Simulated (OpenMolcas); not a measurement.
# C4H12O4Si (tetramethyl orthosilicate (TMOS)) at HF/ANO-RCC-VDZ (DKH3)

What is the vertical ionisation energy of C4H12O4Si (tetramethyl orthosilicate (TMOS)) at HF/ANO-RCC-VDZ (DKH3)? 

The calculation is run with OpenMolcas 26.06.

### 1 The system as given

C4H12O4Si has 21 atoms, charge 0, and is taken as a singlet. As SMILES, `CO[Si](OC)(OC)OC`. Geometry: relaxed at GFN2-xTB. This is one conformer, not always the lowest.

Some bond lengths: C1–O2 1.405 Å, O2–Si3 1.625 Å, Si3–O4 1.624 Å, O4–C5 1.405 Å, Si3–O6 1.625 Å, O6–C7 1.405 Å, Si3–O8 1.625 Å, O8–C9 1.405 Å, C1–H10 1.092 Å, C1–H11 1.090 Å, C1–H12 1.090 Å, C5–H13 1.090 Å, C5–H14 1.090 Å, C5–H15 1.092 Å, C7–H16 1.090 Å, C7–H17 1.092 Å. Some angles: C1–O2–Si3 127.7°, O2–Si3–O4 117.1°, O2–Si3–O6 105.8°, O2–Si3–O8 105.7°, O4–Si3–O6 105.7°, O4–Si3–O8 105.9°, O6–Si3–O8 117.1°, Si3–O4–C5 127.6°, Si3–O6–C7 127.7°, Si3–O8–C9 127.7°.

### 2 The energy at HF/ANO-RCC-VDZ (DKH3)

Contents of job.inp:

```
&GATEWAY
Coord
21
angstrom
C        1.789730      -1.672370      -1.193570
O        0.490120      -1.347660      -0.768540
Si       0.001180       0.002700      -0.009130
O       -0.063280       1.364960      -0.891570
C       -0.987660       1.690100      -1.899080
O       -1.524670      -0.285200       0.468550
C       -2.019440      -1.428570       1.118510
O        1.101000       0.276640       1.154880
C        1.216950       1.410050       1.977660
H        2.093030      -1.031020      -2.023780
H        1.775780      -2.712570      -1.520630
H        2.500570      -1.550620      -0.376060
H       -0.817110       2.731140      -2.174900
H       -2.007900       1.565410      -1.535750
H       -0.843330       1.051110      -2.772680
H       -1.749540      -2.328850       0.566130
H       -1.614290      -1.500530       2.129980
H       -3.104770      -1.333880       1.164920
H        0.373620       1.470100       2.668930
H        1.244490       2.318360       1.375300
H        2.145510       1.310700       2.540820
Basis=ANO-RCC-VDZ
Group=NoSym
&SEWARD
Relativistic=R03O02
Expert
&SCF
PrOrbitals=0
```

Launch:

```sh
$ export MOLCAS_MEM=1860
$ pymolcas job.inp > job.log
```

Output:

```text
--- Start Module: gateway ---
[...]
--- Stop Module: gateway /rc=_RC_ALL_IS_WELL_ ---
--- Start Module: seward ---
[...]
 ###    WARNING:  EXPERT option is ON!                                       ###
 ###############################################################################
               SEWARD will generate:
[...]
      Basis functions          109
--- Stop Module: seward /rc=_RC_ALL_IS_WELL_ ---
[...]
--- Start Module: scf ---
[...]
       Convergence after  11 Iterations
[...]
::    Total SCF energy                               -747.7355742790
[...]
      Total spin, S                                     0.0000000000
[...]
      Total electronic charge=   82.000000
      Total            charge=   -0.000000
[...]
      Dipole Moment (debye):
      Origin of the operator (angstrom)=    0.0005    0.0013   -0.0050
                   X= -1.3116E-03               Y= -8.3984E-03               Z=  7.6105E-02           Total=  7.6578E-02
      Quadrupole Moment (debye*angstrom):
[...]
--- Stop Module: scf /rc=_RC_ALL_IS_WELL_ ---
[...]
```

It took 38 s on 1 thread of Arm Neoverse V1, shared host; peak memory 0.65 GiB.

### 3 The doublet cation, same level

Contents of job.inp:

```
>>> EXPORT MOLCAS_PRINT=2

&GATEWAY
  Coord
  21
  angstrom
  C        1.789730      -1.672370      -1.193570
  O        0.490120      -1.347660      -0.768540
  Si       0.001180       0.002700      -0.009130
  O       -0.063280       1.364960      -0.891570
  C       -0.987660       1.690100      -1.899080
  O       -1.524670      -0.285200       0.468550
  C       -2.019440      -1.428570       1.118510
  O        1.101000       0.276640       1.154880
  C        1.216950       1.410050       1.977660
  H        2.093030      -1.031020      -2.023780
  H        1.775780      -2.712570      -1.520630
  H        2.500570      -1.550620      -0.376060
  H       -0.817110       2.731140      -2.174900
  H       -2.007900       1.565410      -1.535750
  H       -0.843330       1.051110      -2.772680
  H       -1.749540      -2.328850       0.566130
  H       -1.614290      -1.500530       2.129980
  H       -3.104770      -1.333880       1.164920
  H        0.373620       1.470100       2.668930
  H        1.244490       2.318360       1.375300
  H        2.145510       1.310700       2.540820
  Basis
  ANO-RCC-VDZ
  Group
  NoSym

&SEWARD
  Relativistic
  R03O02
  Expert

&SCF
  UHF
  Charge
  1
  Spin
  2
  PrOrbitals
  0
```

Launch:

```sh
$ export MOLCAS_MEM=1860
$ pymolcas job.inp > job.log
```

Output:

```text
--- Start Module: gateway ---
[...]
--- Stop Module: gateway /rc=_RC_ALL_IS_WELL_ ---
--- Start Module: seward ---
[...]
 ###    WARNING:  EXPERT option is ON!                                       ###
 ###############################################################################
               SEWARD will generate:
[...]
      Basis functions          109
--- Stop Module: seward /rc=_RC_ALL_IS_WELL_ ---
[...]
--- Start Module: scf ---
[...]
       Convergence after  33 Iterations
[...]
::    Total SCF energy                               -747.3516543883
[...]
      Total spin, S                                     0.5393435705
[...]
      Total electronic charge=   81.000000
      Total            charge=    1.000000
[...]
      Dipole Moment (debye):
      Origin of the operator (angstrom)=    0.0005    0.0013   -0.0050
                   X=  9.6276E-01               Y=  1.5596E-02               Z= -3.6627E+00           Total=  3.7871E+00
      Center of Charge (angstrom)
[...]
--- Stop Module: scf /rc=_RC_ALL_IS_WELL_ ---
[...]
```

It took 54 s on 1 thread of Arm Neoverse V1, shared host; peak memory 0.64 GiB.

### 4 Summary of results

Level: HF/ANO-RCC-VDZ (DKH3).

| quantity | value |
| --- | --- |
| singlet C4H12O4Si: total energy | -747.73557 Eh |
| singlet C4H12O4Si: dipole moment | 0.08 D |
| singlet C4H12O4Si: HOMO energy | -12.34 eV |
| singlet C4H12O4Si: LUMO energy | 2.32 eV |
| singlet C4H12O4Si: HOMO–LUMO gap | 14.66 eV |
| doublet cation: total energy | -747.35165 Eh |
| doublet cation: HOMO energy (highest over α and β) | -15.54 eV |
| doublet cation: LUMO energy (lowest over α and β) | -8.37 eV |
| doublet cation: ⟨S²⟩ | 0.830 |
| vertical ionisation energy (to the doublet cation) | 10.447 eV |

**Reading.** Removing an electron at fixed nuclei costs 10.45 eV (1008 kJ/mol). The negative HOMO energy of the first species, 12.34 eV, lies 1.89 eV above that difference.
